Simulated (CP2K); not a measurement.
## Rh in CP2K: the effect of functional

Rh, a slab with vacuum:

```
CELL_PARAMETERS angstrom
2.68920 0.00000 0.00000
0.00000 2.68920 0.00000
0.00000 0.00000 24.50775
ATOMIC_POSITIONS crystal
Rh 0.50000 0.50000 0.30603
Rh 0.00000 0.00000 0.38362
Rh 0.50000 0.50000 0.46121
Rh 0.00000 0.00000 0.53879
Rh 0.50000 0.50000 0.61638
Rh 0.00000 0.00000 0.69397
```

The slab is cut from a database's or a generator's crystal, which needn't be the stable form of the element.

Alike in all runs:

```yaml
Program: CP2K 2026.2
Task: work function
Potentials_or_basis: POTENTIAL_UZH Rh GTH-PBE-q17; DZVP-MOLOPT-PBE-GTH basis
Density_cutoff: 9184 eV
k_mesh: 8 × 8 × 1
Occupations: fermi-dirac, width 0.05 eV
Spin: no spin polarisation
```

```tsv
functional	largest force (eV/Å)	work function (eV)
LDA	1.00	5.33
PBEsol	?	?
optB88-vdW	0.51	5.17
PW91	0.56	4.99
vdW-DF-cx	0.60	5.10
MS2	0.71	5.09
```

Question: What does the run with functional PBEsol give?

Answer: Largest force 0.73 eV/Å; work function 5.09 eV.

Caveats: the potentials were made for another functional, which shifts forces and pressure.

Runs at the PBE level aren't shown here.
